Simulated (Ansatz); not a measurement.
Geometry optimisation, DFT PBE-D3(BJ), scalar-relativistic, plane waves, PAW in Ansatz.

input.yaml

```yaml
crystal:
  lattice:
    - [5.68964, 0.0, 0.0]
    - [0.0, 5.58812, 0.0]
    - [0.0, 0.0, 17.106144]
  atoms:
    - { symbol: W, position: [0.0, 0.0, 0.0584585] }
    - { symbol: C, position: [0.5, 0.25, 0.1544742] }
    - { symbol: W, position: [0.25, 0.0, 0.202482] }
    - { symbol: C, position: [0.25, 0.25, 0.2984977] }
    - { symbol: W, position: [0.0, 0.5, 0.0584585] }
    - { symbol: C, position: [0.5, 0.75, 0.1544742] }
    - { symbol: W, position: [0.25, 0.5, 0.202482] }
    - { symbol: C, position: [0.25, 0.75, 0.2984977] }
    - { symbol: W, position: [0.5, 0.0, 0.0584585] }
    - { symbol: C, position: [1.0, 0.25, 0.1544742] }
    - { symbol: W, position: [0.75, 0.0, 0.202482] }
    - { symbol: C, position: [0.75, 0.25, 0.2984977] }
    - { symbol: W, position: [0.5, 0.5, 0.0584585] }
    - { symbol: C, position: [1.0, 0.75, 0.1544742] }
    - { symbol: W, position: [0.75, 0.5, 0.202482] }
    - { symbol: C, position: [0.75, 0.75, 0.2984977] }
    - { symbol: Si, position: [0.0673272, 0.4058597, 0.4873187] }
    - { symbol: Cl, position: [0.118311, 0.7427607, 0.447996] }
    - { symbol: Cl, position: [-0.2444643, 0.2825068, 0.447996] }
    - { symbol: Cl, position: [0.3281889, 0.1926688, 0.447996] }
    - { symbol: Cl, position: [0.0673272, 0.4058597, 0.6054049] }
basis:
  ecutwfc: 420.0
kpoints:
  mp_grid: { grid: [4, 4, 1] }
hamiltonian:
  xc: pbe
  dispersion: d3bj
  pseudopotentials: { kind: paw, azcp: { folder: soft_1 } }
scf:
  occupations: { method: gaussian, width: 0.15 }
  lower_state_search: "off"
relax:
  f_tol: 0.03
  max_steps: 60
  adjacent_minimum: "off"
  constraints: [{ sites: [0, 4, 8, 12] }]
```

Run as:

```bash
$ ansatz run input.yaml --threads 4 --pin off --max-ram 10240MiB --backend cpu --events-out ev --progress --plain --runs-dir out
```

Task: Where does it end, and by what steps?

Result: The run converged. Limits of this set-up: coarse k mesh, thin slab, slab without dipole correction. After 57 steps the energy has fallen by 12.302 eV; Cl21 moved furthest, 2.75 Å. Joined: W3–C16 (3.57 → 2.49 Å), C4–W11 (3.57 → 2.48 Å), C4–C12 (2.84 → 1.31 Å), W7–C12 (3.57 → 2.48 Å), C8–W15 (3.57 → 2.47 Å), C8–C16 (2.84 → 1.31 Å).

```json
{"step": "0", "energy less start (eV)": "0.0000", "largest force component (eV/Å)": "3.922", "accepted": "yes"}
{"step": "2", "energy less start (eV)": "-2.2604", "largest force component (eV/Å)": "1.400", "accepted": "yes"}
{"step": "4", "energy less start (eV)": "-3.3671", "largest force component (eV/Å)": "1.848", "accepted": "yes"}
{"step": "6", "energy less start (eV)": "-5.2752", "largest force component (eV/Å)": "3.399", "accepted": "yes"}
{"step": "8", "energy less start (eV)": "-7.7848", "largest force component (eV/Å)": "3.652", "accepted": "yes"}
{"step": "10", "energy less start (eV)": "-10.1462", "largest force component (eV/Å)": "1.457", "accepted": "yes"}
{"step": "12", "energy less start (eV)": "-10.5133", "largest force component (eV/Å)": "0.821", "accepted": "yes"}
{"step": "14", "energy less start (eV)": "-10.6102", "largest force component (eV/Å)": "0.078", "accepted": "yes"}
{"step": "16", "energy less start (eV)": "-10.6624", "largest force component (eV/Å)": "0.200", "accepted": "yes"}
{"step": "18", "energy less start (eV)": "-10.7419", "largest force component (eV/Å)": "0.425", "accepted": "yes"}
{"step": "20", "energy less start (eV)": "-10.8267", "largest force component (eV/Å)": "0.247", "accepted": "yes"}
{"step": "22", "energy less start (eV)": "-10.8717", "largest force component (eV/Å)": "0.134", "accepted": "yes"}
{"step": "24", "energy less start (eV)": "-10.9048", "largest force component (eV/Å)": "0.323", "accepted": "yes"}
{"step": "26", "energy less start (eV)": "-11.0176", "largest force component (eV/Å)": "1.257", "accepted": "yes"}
{"step": "28", "energy less start (eV)": "-11.1187", "largest force component (eV/Å)": "2.088", "accepted": "yes"}
{"step": "30", "energy less start (eV)": "-11.3011", "largest force component (eV/Å)": "1.025", "accepted": "yes"}
{"step": "32", "energy less start (eV)": "-11.3650", "largest force component (eV/Å)": "0.140", "accepted": "yes"}
{"step": "34", "energy less start (eV)": "-11.3787", "largest force component (eV/Å)": "0.109", "accepted": "yes"}
{"step": "36", "energy less start (eV)": "-11.3873", "largest force component (eV/Å)": "0.090", "accepted": "yes"}
{"step": "38", "energy less start (eV)": "-11.3957", "largest force component (eV/Å)": "0.366", "accepted": "yes"}
{"step": "40", "energy less start (eV)": "-11.4000", "largest force component (eV/Å)": "0.188", "accepted": "yes"}
{"step": "42", "energy less start (eV)": "-11.4056", "largest force component (eV/Å)": "0.059", "accepted": "yes"}
{"step": "44", "energy less start (eV)": "-11.4307", "largest force component (eV/Å)": "0.426", "accepted": "yes"}
{"step": "46", "energy less start (eV)": "-11.5210", "largest force component (eV/Å)": "0.970", "accepted": "yes"}
{"step": "48", "energy less start (eV)": "-11.7173", "largest force component (eV/Å)": "1.809", "accepted": "yes"}
{"step": "50", "energy less start (eV)": "-12.1556", "largest force component (eV/Å)": "1.549", "accepted": "yes"}
{"step": "52", "energy less start (eV)": "-12.2768", "largest force component (eV/Å)": "0.247", "accepted": "yes"}
{"step": "54", "energy less start (eV)": "-12.2935", "largest force component (eV/Å)": "0.132", "accepted": "yes"}
{"step": "56", "energy less start (eV)": "-12.2998", "largest force component (eV/Å)": "0.036", "accepted": "yes"}
{"step": "57", "energy less start (eV)": "-12.3021", "largest force component (eV/Å)": "0.020", "accepted": "yes"}
```

```xyz
21
Lattice="5.6896 0.0000 0.0000 0.0000 5.5881 0.0000 0.0000 0.0000 17.1061" Properties=species:S:1:pos:R:3
W 0.000 0.000 1.000
C 2.844 1.397 2.657
W 1.501 -0.078 3.561
C 0.458 0.931 5.029
W 0.000 2.794 1.000
C 2.847 4.192 2.514
W 1.345 2.716 3.560
C 2.389 3.734 5.015
W 2.845 0.000 1.000
C 5.689 1.397 2.515
W 4.345 0.078 3.560
C 5.226 1.861 5.030
W 2.845 2.794 1.000
C 5.690 4.191 2.657
W 4.189 2.873 3.561
C 3.310 4.666 5.042
Si 1.335 2.816 8.756
Cl 0.179 4.006 7.579
Cl 0.124 1.641 9.898
Cl 2.546 1.626 7.634
Cl 2.492 3.982 9.963
```

Whether the end is a true minimum wasn't checked by a vibrational analysis.

The run took 12 min on 4 threads of Arm Neoverse V1 (shared host), peak memory 1.6 GiB.
